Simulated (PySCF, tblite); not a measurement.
# BH₆NO₂Si, a small molecule taken as a stand-in for a surface group (boron hydroxide): NMR shifts, core binding energies and electronic excitations, part 2 of 2

tblite 0.8.0 and PySCF 2.14.0. Atoms count from 0, parts from 1. The steps go on from the part before.

## (5) Core holes by ΔSCF: SCAN, X2C

What the job is given:

```
{"job": {"kind": "xps", "holes": 5}, "charge": 0, "multiplicity": 1}
O      1.543352    -1.012308     0.131416
B      0.518908    -0.518799     0.893912
O      0.508353    -0.801146     2.230365
N     -0.552661     0.282913     0.374561
Si    -0.850047     0.816660    -1.248301
H      1.481643    -0.772935    -0.798057
H      1.264046    -1.345003     2.471978
H     -1.220068     0.558685     1.089562
H     -2.138951     0.299209    -1.801531
H     -0.867462     2.306301    -1.373900
H      0.273274     0.284753    -2.084596
```

With the program's defaults for keys left out, this is: delta-SCF UKS SCAN, pcX-2 on the ionised atom, pcseg-1 elsewhere, spin-free X2C.

Output:

```text
ground state, core basis on atom 0 (O), 135 functions
  cycle   1  E = -523.71392715  |g| = 1.01e+00
  cycle   2  E = -523.39992290  |g| = 1.63e+00
  cycle   3  E = -523.89542775  |g| = 9.96e-02
  cycle   4  E = -523.89631568  |g| = 6.91e-02
  cycle   5  E = -523.89730060  |g| = 1.18e-02
  cycle   6  E = -523.89732504  |g| = 3.64e-03
  cycle   7  E = -523.89732742  |g| = 2.70e-03
  cycle   8  E = -523.89733042  |g| = 2.47e-04
  E(ground) = -523.93891858 Eh
hole in O 1s of atom 0
  cycle   1  E = -503.28992504  |g| = 2.22e+00
  cycle   2  E = -502.79873091  |g| = 2.19e+00
  cycle   3  E = -504.01791632  |g| = 4.56e-01
  cycle   4  E = -504.04907762  |g| = 3.22e-01
  cycle   5  E = -504.09010010  |g| = 5.39e-02
  cycle   6  E = -504.09101597  |g| = 2.20e-02
  cycle   7  E = -504.09122192  |g| = 8.46e-03
  cycle   8  E = -504.09125283  |g| = 2.72e-03
  cycle   9  E = -504.09125483  |g| = 5.85e-04
  cycle  10  E = -504.09125461  |g| = 2.26e-04
  E(ion) = -504.13368170 Eh   <S^2> = 0.7608   hole on atom = 1.000   binding energy = 538.928 eV
ground state, core basis on atom 1 (B), 135 functions
  cycle   1  E = -523.86694943  |g| = 7.92e-02
  cycle   2  E = -523.86570719  |g| = 1.06e-01
  cycle   3  E = -523.86771906  |g| = 1.78e-02
  cycle   4  E = -523.86776217  |g| = 9.39e-03
  cycle   5  E = -523.86778007  |g| = 1.66e-03
  cycle   6  E = -523.86777962  |g| = 3.34e-04
  E(ground) = -523.91283184 Eh
hole in B 1s of atom 1
  cycle   1  E = -516.22435712  |g| = 1.18e+00
  cycle   2  E = -514.78925099  |g| = 1.85e+00
  cycle   3  E = -516.52134190  |g| = 3.61e-01
  cycle   4  E = -516.58658090  |g| = 2.19e-01
  cycle   5  E = -516.60117323  |g| = 1.39e-01
  cycle   6  E = -516.60965245  |g| = 1.42e-02
  cycle   7  E = -516.60975307  |g| = 8.36e-03
  cycle   8  E = -516.60978116  |g| = 6.60e-03
  cycle   9  E = -516.60980486  |g| = 2.30e-03
  cycle  10  E = -516.60981176  |g| = 1.34e-03
  cycle  11  E = -516.60981330  |g| = 7.78e-04
  cycle  12  E = -516.60981482  |g| = 1.30e-04
  E(ion) = -516.65447540 Eh   <S^2> = 0.7759   hole on atom = 1.000   binding energy = 197.510 eV
ground state, core basis on atom 2 (O), 135 functions
  cycle   1  E = -523.89726721  |g| = 9.91e-02
  cycle   2  E = -523.89665955  |g| = 7.25e-02
  cycle   3  E = -523.89703133  |g| = 5.51e-02
  cycle   4  E = -523.89753256  |g| = 4.06e-03
  cycle   5  E = -523.89753528  |g| = 7.68e-04
  cycle   6  E = -523.89753590  |g| = 1.41e-04
  E(ground) = -523.93892975 Eh
hole in O 1s of atom 2
  cycle   1  E = -503.29727267  |g| = 2.21e+00
  cycle   2  E = -501.10782020  |g| = 2.49e+00
  cycle   3  E = -503.86030913  |g| = 6.77e-01
  cycle   4  E = -504.05990233  |g| = 2.70e-01
  cycle   5  E = -504.08022285  |g| = 1.77e-01
  cycle   6  E = -504.09402691  |g| = 4.03e-02
  cycle   7  E = -504.09459874  |g| = 1.84e-02
  cycle   8  E = -504.09471700  |g| = 4.30e-03
  cycle   9  E = -504.09472661  |g| = 1.19e-03
  cycle  10  E = -504.09472758  |g| = 3.62e-04
  E(ion) = -504.13702918 Eh   <S^2> = 0.7610   hole on atom = 1.000   binding energy = 538.837 eV
ground state, core basis on atom 3 (N), 135 functions
  cycle   1  E = -523.88205747  |g| = 8.97e-02
  cycle   2  E = -523.88096743  |g| = 9.47e-02
  cycle   3  E = -523.88239864  |g| = 3.36e-02
  cycle   4  E = -523.88259708  |g| = 7.20e-03
  cycle   5  E = -523.88260787  |g| = 6.65e-04
  cycle   6  E = -523.88260751  |g| = 1.52e-04
  E(ground) = -523.92481020 Eh
hole in N 1s of atom 3
  cycle   1  E = -508.31049901  |g| = 1.87e+00
  cycle   2  E = -507.69839225  |g| = 2.06e+00
  cycle   3  E = -508.95297882  |g| = 4.24e-01
  cycle   4  E = -508.98673246  |g| = 2.80e-01
  cycle   5  E = -509.01491147  |g| = 4.62e-02
  cycle   6  E = -509.01555879  |g| = 1.97e-02
  cycle   7  E = -509.01569062  |g| = 7.65e-03
  cycle   8  E = -509.01571450  |g| = 1.40e-03
  cycle   9  E = -509.01571502  |g| = 5.06e-04
  cycle  10  E = -509.01571480  |g| = 1.27e-04
  E(ion) = -509.05596843 Eh   <S^2> = 0.7645   hole on atom = 1.000   binding energy = 404.602 eV
ground state, core basis on atom 4 (Si), 146 functions
  cycle   1  E = -523.96525753  |g| = 2.88e-01
  cycle   2  E = -523.96535323  |g| = 4.08e-02
  cycle   3  E = -523.96538639  |g| = 2.75e-02
  cycle   4  E = -523.96547528  |g| = 5.58e-03
  cycle   5  E = -523.96548186  |g| = 1.37e-03
  cycle   6  E = -523.96548332  |g| = 1.46e-04
  E(ground) = -523.96801592 Eh
hole in Si 2p of atom 4
  cycle   1  E = -519.68316903  |g| = 1.23e+00
  cycle   2  E = -519.63733034  |g| = 1.02e+00
  cycle   3  E = -519.96388456  |g| = 2.61e-01
  cycle   4  E = -519.99334842  |g| = 1.09e-01
  cycle   5  E = -519.99785267  |g| = 3.70e-02
  cycle   6  E = -519.99847443  |g| = 1.34e-02
  cycle   7  E = -519.99853104  |g| = 5.55e-03
  cycle   8  E = -519.99854284  |g| = 1.19e-03
  cycle   9  E = -519.99854383  |g| = 2.82e-04
  E(ion) = -520.01230222 Eh   <S^2> = 0.7519   hole on atom = 1.003   binding energy = 107.640 eV
  2p3/2 = 107.411 eV   2p1/2 = 108.035 eV
```

Run time: 24 s. Hardware: 1 thread of AMD EPYC 7R43, shared host; peak memory 0.52 GiB.

The holes in one table. −ε is the ground-state orbital energy:

```csv
hole,stands for,environment,ΔSCF (eV; 2p as the shell's mean),−ε (eV),⟨S²⟩
O1s on O0,O0,"oxygen bonded to B, H",538.93,516.7,0.761
B1s on B1,B1,"boron bonded to N, 2 O",197.51,181.1,0.776
O1s on O2,O2,"oxygen bonded to B, H",538.84,516.6,0.761
N1s on N3,N3,"nitrogen bonded to B, Si, H",404.60,385.6,0.764
Si2p on Si4,Si4,"silicon bonded to N, 3 H",107.62,96.6,0.752
```

With the spin-orbit splitting: Si4 2p3/2 107.41, 2p1/2 108.04 eV. The table gives each 2p level as the mean over the whole 2p shell (two parts 2p3/2, one part 2p1/2), which differs a little from the single hole in the log.

## (6) Ultraviolet spectrum: CAM-B3LYP/def2-SVPD

Settings changed since step 5:

```diff
@@ -1,2 +1,2 @@
-{"job": {"kind": "xps", "holes": 5}, "charge": 0, "multiplicity": 1}
+{"job": {"kind": "uv", "xc": "CAM-B3LYP", "basis": "def2-SVPD", "nstates": 6, "ntriplets": 2, "ip": true}, "charge": 0, "multiplicity": 1}
 O      1.543352    -1.012308     0.131416
```

Method: TDDFT CAM-B3LYP/def2-SVPD, vertical, gas phase, core orbitals frozen in the response.

Output:

```text
coarse grid: 9664 points
cycle   1  E = -522.7714939601  dE =  5.162e-01  |g| = 8.680e-01  |ddm| = 4.661e+00
cycle   2  E = -522.7255668391  dE =  4.593e-02  |g| = 1.036e+00  |ddm| = 1.660e+00
cycle   3  E = -522.9191793505  dE = -1.936e-01  |g| = 5.077e-02  |ddm| = 8.481e-01
cycle   4  E = -522.9195307967  dE = -3.514e-04  |g| = 3.259e-02  |ddm| = 1.009e-01
cycle   5  E = -522.9197409369  dE = -2.101e-04  |g| = 7.456e-03  |ddm| = 3.500e-02
cycle   6  E = -522.9197535290  dE = -1.259e-05  |g| = 6.615e-04  |ddm| = 1.044e-02
cycle   7  E = -522.9197536782  dE = -1.491e-07  |g| = 2.628e-04  |ddm| = 2.443e-03
final grid: 88776 points
cycle   8  E = -523.0005312410  dE = -2.373e-05  |g| = 3.340e-03  |ddm| = 5.900e-02
cycle   9  E = -523.0005307982  dE =  4.428e-07  |g| = 3.778e-03  |ddm| = 7.873e-03
cycle  10  E = -523.0005335849  dE = -2.787e-06  |g| = 1.450e-04  |ddm| = 3.200e-03
cycle  11  E = -523.0005335908  dE = -5.888e-09  |g| = 1.086e-04  |ddm| = 4.455e-04
cycle  12  E = -523.0005335933  dE = -2.443e-09  |g| = 2.652e-05  |ddm| = 1.289e-04
cycle  13  E = -523.0005335934  dE = -1.575e-10  |g| = 8.043e-06  |ddm| = 4.183e-05
converged SCF energy = -523.0005335934

Static polarisability (au): isotropic 57.219, principal 47.765 55.133 68.759

Singlet excitations
state   eV       nm        f      main configurations
  1   6.5632    188.9   0.00061   H->L 0.86, H->L+2 0.09
  2   7.6737    161.6   0.00351   H->L+2 0.40, H->L+3 0.33, H->L+1 0.10
  3   7.7382    160.2   0.02555   H->L+1 0.66, H->L+2 0.23
  4   8.0311    154.4   0.00001   H-1->L 0.46, H->L+3 0.17, H->L+4 0.14
  5   8.1644    151.9   0.00003   H->L+3 0.39, H->L+4 0.17, H-1->L 0.12
  6   8.2342    150.6   0.07478   H->L+5 0.95

Triplet excitations (Tamm-Dancoff, eV): 6.3200 7.3875
Vertical ionisation energy (delta-SCF) = 10.0772 eV
```

Wall time 26 s (1 thread of AMD EPYC 7R43, shared host); peak memory 0.81 GiB.

Frontier orbitals and where they lie:

```csv
orbital,eV,atoms
HOMO−3,-11.65,"Si4 34 %, H8 19 %, H9 19 %"
HOMO−2,-11.35,"Si4 37 %, H10 30 %, H9 9 %"
HOMO−1,-10.79,"O2 45 %, O0 42 %, B1 8 %"
HOMO,-9.23,"N3 52 %, Si4 13 %, O2 7 %"
LUMO,0.50,"B1 41 %, Si4 18 %, O0 7 %"
LUMO+1,1.31,"Si4 39 %, H10 10 %, H9 9 %"
LUMO+2,1.58,"Si4 32 %, O2 12 %, H8 10 %"
```

With each of the 6 states as a Gaussian band of 0.4 eV half-width at 1/e, the curve within the window shown has maxima at 151 nm (ε 3,300) L/(mol cm). Beyond the last state computed it falls off for lack of states. The curve at chosen wavelengths:

(nm, ε (L/mol/cm)): (145, 1747), (147, 2513), (150, 3243), (152, 3282), (155, 2838), (157, 2418), (160, 1814), (162, 1449), (165, 953), (167, 669), (170, 346), (172, 205), (175, 86), (177, 48), (180, 26), (182, 23), (185, 24), (187, 25), (190, 24), (192, 23), (195, 19), (197, 15), (200, 10), (202, 8), (205, 4), (207, 3)

Ground-state properties from the same run:

```
           property  computed
  dipole moment (D)      0.98
polarisability (Å³)      8.48
 HOMO–LUMO gap (eV)      9.73
      −ε(HOMO) (eV)      9.23
```

## (7) Outcome

This closing draws on all 2 parts.

| quantity | value |
| --- | --- |
| point group | Cs |
| rotational constants (main isotopes) | 8.82, 2.18, 1.78 GHz |
| 1H shifts against TMS (PBE0/pcSseg-2, means over atoms taken as alike) | 4.73, 4.63, 3.41, 2.72, 1.42 ppm |
| 17O shifts against H2O (PBE0/pcSseg-2) | 84.8, 82.5 ppm |
| 11B shifts against BF3·OEt2 (PBE0/pcSseg-2) | 21.2 ppm |
| 15N shifts against NH3 (PBE0/pcSseg-2) | 36.4 ppm |
| 29Si shifts against TMS (PBE0/pcSseg-2) | -59.8 ppm |
| O1s binding energies, SCAN/pcX-2 | O0 538.93, O2 538.84 eV |
| B1s binding energies, SCAN/pcX-2 | B1 197.51 eV |
| N1s binding energies, SCAN/pcX-2 | N3 404.60 eV |
| Si2p binding energies, SCAN/pcX-2 | Si4 107.62 eV |
| lowest singlet (CAM-B3LYP/def2-SVPD) | 6.56 eV (189 nm), f = 0.001 |
| brightest single state of those computed | state 6, 8.23 eV, f = 0.075 |
| lowest triplet | 6.32 eV |
| vertical ionisation energy (ΔSCF) | 10.08 eV |

**Reading.** Relaxing lowered the energy by 0.146 eV in 14 steps; the close pair that moved most is Si4–H8, from 1.449 to 1.495 Å (PBE0/def2-SVP). O0 (oxygen bonded to B, H) binds its O1s electron 0.09 eV more tightly than O2 (oxygen bonded to B, H). The lowest singlet, at 6.56 eV, is HOMO→LUMO 0.86, HOMO→LUMO+2 0.09 and is dark; of the 6 states computed, the strongest absorption comes from state 6 at 8.23 eV (the last computed, so partners may be missing). The lowest triplet lies 0.24 eV below the lowest singlet (triplets in Tamm-Dancoff, singlets in full TDDFT). The orbital energy would give 9.23 eV for ionisation, ΔSCF gives 10.08 eV. A capped cluster stands for the solid here, so long-range fields and strain are missing, and bands or shifts of the capping hydrogens have no counterpart in it.
